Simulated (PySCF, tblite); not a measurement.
# C₃H₉BN₂: geometry, infrared bands and NMR shifts

Wanted: the infrared bands and NMR shifts of C₃H₉BN₂ (`C#[N+][BH2-]N(C)C`), by calculation.

Computed with tblite 0.8.0 and PySCF 2.14.0, with density-fitted response routines of our own, on a single molecule in the gas phase. Atoms are numbered from 0 throughout.

## 1. Starting geometry

15 atoms, charge 0, multiplicity 1; geometry from: force field or distance geometry start.

Bonds of the start (Å): C0–N1 1.17, N1–B2 1.48, B2–N3 1.52, N3–C4 1.46, N3–C5 1.45, C0–H6 1.07, B2–H7 1.19, B2–H8 1.20, C4–H9 1.12, C4–H10 1.10, C4–H11 1.11, C5–H12 1.11, C5–H13 1.10, C5–H14 1.11.

## 2. Relaxing the molecule with GFN2-xTB

What the job is given:

```
{"job": {"kind": "relax", "xc": "GFN2-xTB", "basis": "xTB"}, "charge": 0, "multiplicity": 1}
C      2.621700    -0.726900     0.222300
N      1.781400     0.030100    -0.095200
B      0.740600     0.995100    -0.501700
N     -0.592100     0.310100    -0.767200
C     -0.525600    -1.142900    -0.671900
C     -1.673200     0.752900     0.085500
H      3.385700    -1.421100     0.496200
H      0.641900     1.853300     0.323300
H      1.065500     1.461200    -1.564000
H     -1.552100    -1.547100    -0.851900
H      0.151700    -1.592800    -1.410300
H     -0.244800    -1.467500     0.348600
H     -1.707800     0.069500     0.961000
H     -2.602600     0.633200    -0.498700
H     -1.494800     1.800700     0.396500
```

Command:

```
OMP_NUM_THREADS=1 python probes_run.py task.json out
```

One launch serves the whole session: the jobs run in the order shown.

**Question.** This job is followed by: GFN2-xTB harmonic vibrations, gas phase; GIAO PBE0/pcSseg-1 NMR shielding, non-relativistic, gas phase. Predict these results of the whole session: strongest single infrared mode (GFN2-xTB); zero-point energy (GFN2-xTB); ¹³C shifts against TMS (PBE0/pcSseg-1, means over atoms taken as alike); ¹H shifts against TMS (PBE0/pcSseg-1, means over atoms taken as alike); ¹⁵N shifts against NH3 (PBE0/pcSseg-1); ¹¹B shifts against BF3·OEt2 (PBE0/pcSseg-1).

As calculated:

| quantity | value |
| --- | --- |
| strongest single infrared mode (GFN2-xTB) | 2146 cm⁻¹, 274 km/mol |
| zero-point energy (GFN2-xTB) | 75.2 kcal/mol |
| ¹³C shifts against TMS (PBE0/pcSseg-1, means over atoms taken as alike) | 120.9, 45.8 ppm |
| ¹H shifts against TMS (PBE0/pcSseg-1, means over atoms taken as alike) | 6.55, 3.07, 1.92 ppm |
| ¹⁵N shifts against NH3 (PBE0/pcSseg-1) | 232.5, 44.1 ppm |
| ¹¹B shifts against BF3·OEt2 (PBE0/pcSseg-1) | -12.2 ppm |

What this shows: Over 115 steps the energy fell by 0.660 eV; of the close pairs, N1–B2 changed most, 1.476 to 1.540 Å. All 39 modes are real, so the xTB geometry is a minimum. The strongest single mode, at 2146 cm⁻¹, moves mainly N1 and C0. Unscaled tight-binding wavenumbers are off by several per cent, some by more. Its intensities can rank the bands wrongly. At PBE0/pcSseg-1: The largest span, 448 ppm, is at N1, where the paramagnetic term is -296 ppm.
